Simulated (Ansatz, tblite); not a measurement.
**SiEt2Me2 (C6H16Si): one state, many levels**

How do method and basis change the picture of SiEt2Me2 (C6H16Si) (singlet)?

Method: as each input shows; program: Ansatz 0.2.0, Gaussian basis.

Levels to be run: GFN1-xTB, GFN2-xTB, PBE-D4/def2-TZVP, r2SCAN-D4/def2-TZVP, CAM-B3LYP-D4/def2-TZVP, r2SCANh-D4/def2-TZVP, B3LYP-D4/def2-TZVP, PBE-D4/def2-SVP, PBE0-D4/def2-SVP, HF/STO-3G, HF/6-31G, B3LYP-D4/6-31G, CCSD(T)/def2-SVP, MP2/def2-TZVP, RPA/def2-TZVP.

2 further runs of the same task are left out: 2 set aside as unsound or not needed.

## (1) The relaxed structure

The singlet was relaxed beforehand with B3LYP-D4/def2-SVP.

23 atoms, charge 0, spin multiplicity 1.

Bond lengths: Si1–C2 1.897 Å, Si1–C9 1.898 Å, Si1–C16 1.891 Å, Si1–C20 1.890 Å, C2–C3 1.536 Å, C2–H4 1.106 Å, C2–H5 1.106 Å, C3–H6 1.103 Å, C3–H7 1.103 Å, C3–H8 1.103 Å, C9–C10 1.536 Å, C9–H11 1.106 Å, C9–H12 1.105 Å, C10–H13 1.103 Å, C10–H14 1.103 Å, C10–H15 1.103 Å, C16–H17 1.103 Å, C16–H18 1.103 Å and more. Angles: C2–Si1–C9 109.4°, C2–Si1–C16 109.7°, C2–Si1–C20 109.1°, C9–Si1–C16 109.4°, C9–Si1–C20 109.8°, C16–Si1–C20 109.4°, Si1–C2–C3 115.3°, Si1–C2–H4 107.9°, Si1–C2–H5 107.7°, C3–C2–H4 110.0°, C3–C2–H5 110.0°, H4–C2–H5 105.4°, C2–C3–H6 112.1°, C2–C3–H7 111.6°, C2–C3–H8 111.6°, H6–C3–H7 107.1°, H6–C3–H8 107.1°, H7–C3–H8 107.0° and more.

Geometry (Å):

```
Si   -0.38630   -0.17653   -0.00449
C    -0.34251   -0.13220    1.89173
C     0.40601    1.06141    2.50263
H     0.10524   -1.08014    2.24379
H    -1.38756   -0.14808    2.25342
H     0.39184    1.03984    3.60541
H     1.46409    1.07928    2.19217
H    -0.03845    2.02156    2.19112
C     1.38826   -0.24552   -0.67522
C     1.50169   -0.39167   -2.19988
H     1.90897   -1.08360   -0.17550
H     1.91504    0.66856   -0.34496
H     2.55147   -0.40984   -2.53815
H     1.03036   -1.32381   -2.55357
H     1.00572    0.44129   -2.72628
C    -1.24708    1.37519   -0.65942
H    -2.26659    1.46660   -0.24804
H    -1.33248    1.35236   -1.75865
H    -0.69171    2.28811   -0.38671
C    -1.34190   -1.70833   -0.56458
H    -0.84090   -2.63381   -0.23371
H    -1.42995   -1.74803   -1.66300
H    -2.36328   -1.71261   -0.14810
```

PBE0-D4/def2-TZVP was run before; its log isn't repeated, and its numbers join the tables.

## (2) GFN1-xTB

Tight binding, by tblite at 300 K electronic temperature and without a spin-polarisation term:

```python
tblite.interface.Calculator('GFN1-xTB', numbers, positions, charge=0, uhf=0).singlepoint()
```

Energy -630.3559 eV, HOMO -11.32 eV, LUMO -4.21 eV; 0.052 s.

## (3) GFN2-xTB

Tight binding, by tblite at 300 K electronic temperature and without a spin-polarisation term:

```python
tblite.interface.Calculator('GFN2-xTB', numbers, positions, charge=0, uhf=0).singlepoint()
```

Energy -617.8573 eV, HOMO -10.31 eV, LUMO -3.38 eV; 0.032 s.

## (4) PBE-D4/def2-TZVP

start.molden holds the orbitals of an earlier run on this state, given as this run's starting guess.

in.yaml

```yaml
crystal:
  periodic: [false, false, false]
  atoms:
    - {symbol: Si, position_ang: [-0.386299, -0.176535, -0.004488]}
    - {symbol: C, position_ang: [-0.342507, -0.132197, 1.891735]}
    - {symbol: C, position_ang: [0.406008, 1.061406, 2.502627]}
    - {symbol: H, position_ang: [0.105241, -1.080145, 2.243786]}
    - {symbol: H, position_ang: [-1.387565, -0.148077, 2.253420]}
    - {symbol: H, position_ang: [0.391839, 1.039838, 3.605405]}
    - {symbol: H, position_ang: [1.464085, 1.079280, 2.192166]}
    - {symbol: H, position_ang: [-0.038445, 2.021563, 2.191124]}
    - {symbol: C, position_ang: [1.388255, -0.245525, -0.675221]}
    - {symbol: C, position_ang: [1.501689, -0.391669, -2.199882]}
    - {symbol: H, position_ang: [1.908969, -1.083604, -0.175505]}
    - {symbol: H, position_ang: [1.915037, 0.668559, -0.344961]}
    - {symbol: H, position_ang: [2.551474, -0.409844, -2.538151]}
    - {symbol: H, position_ang: [1.030357, -1.323811, -2.553574]}
    - {symbol: H, position_ang: [1.005722, 0.441288, -2.726283]}
    - {symbol: C, position_ang: [-1.247076, 1.375191, -0.659418]}
    - {symbol: H, position_ang: [-2.266587, 1.466597, -0.248036]}
    - {symbol: H, position_ang: [-1.332478, 1.352362, -1.758649]}
    - {symbol: H, position_ang: [-0.691709, 2.288107, -0.386714]}
    - {symbol: C, position_ang: [-1.341898, -1.708325, -0.564578]}
    - {symbol: H, position_ang: [-0.840896, -2.633809, -0.233714]}
    - {symbol: H, position_ang: [-1.429947, -1.748028, -1.663002]}
    - {symbol: H, position_ang: [-2.363278, -1.712612, -0.148096]}
basis:
  gaussian: {orbitals: def2-TZVP, initial_orbitals: start.molden}
hamiltonian: {xc: pbe, dispersion: d4}
scf: {omitted_lower_state_checks: [starts]}
output: {orbitals: {seedname: orbitals}}
```

The run is started by

```console
ansatz run in.yaml --threads 4 --pin off --events-out ev --progress --plain --max-ram 4787MiB
```

After this run come: r2SCAN-D4/def2-TZVP; CAM-B3LYP-D4/def2-TZVP; r2SCANh-D4/def2-TZVP; B3LYP-D4/def2-TZVP; PBE-D4/def2-SVP; PBE0-D4/def2-SVP; HF/STO-3G; HF/6-31G; B3LYP-D4/6-31G; CCSD(T)/def2-SVP; MP2/def2-TZVP; RPA/def2-TZVP.

Q: Predict the results of all the runs planned. Wanted: gap in def2-TZVP, named functionals, smallest and largest; correlation energy, CCSD(T)/def2-SVP; correlation energy, MP2/def2-TZVP; binding an atom, CCSD(T)/def2-SVP; PBE0 total energy, smallest basis above largest.

As calculated:

| quantity | value |
| --- | --- |
| gap in def2-TZVP, named functionals, smallest and largest | 6.50 eV (PBE-D4), 10.67 eV (CAM-B3LYP-D4) |
| correlation energy, CCSD(T)/def2-SVP | -30.24 eV |
| correlation energy, MP2/def2-TZVP | -31.39 eV |
| binding an atom, CCSD(T)/def2-SVP | 3.843 eV |
| PBE0 total energy, smallest basis above largest | 9.66 eV (def2-SVP, def2-TZVP) |

Over the named functionals in def2-TZVP the gap runs from 6.50 eV (PBE-D4) to 10.67 eV (CAM-B3LYP-D4); exact exchange widens it. A small miss in a minimal or small basis is a cancelling of errors, not accuracy. The functionals in def2-TZVP miss CCSD(T)/def2-SVP by +0.155 (r2SCANh-D4) to +0.208 eV (PBE-D4) an atom. The yardstick is in a double-zeta basis, so levels in larger sets aren't compared like for like. CCSD(T)/def2-SVP isn't at the basis-set limit; small misses against it rank nothing.
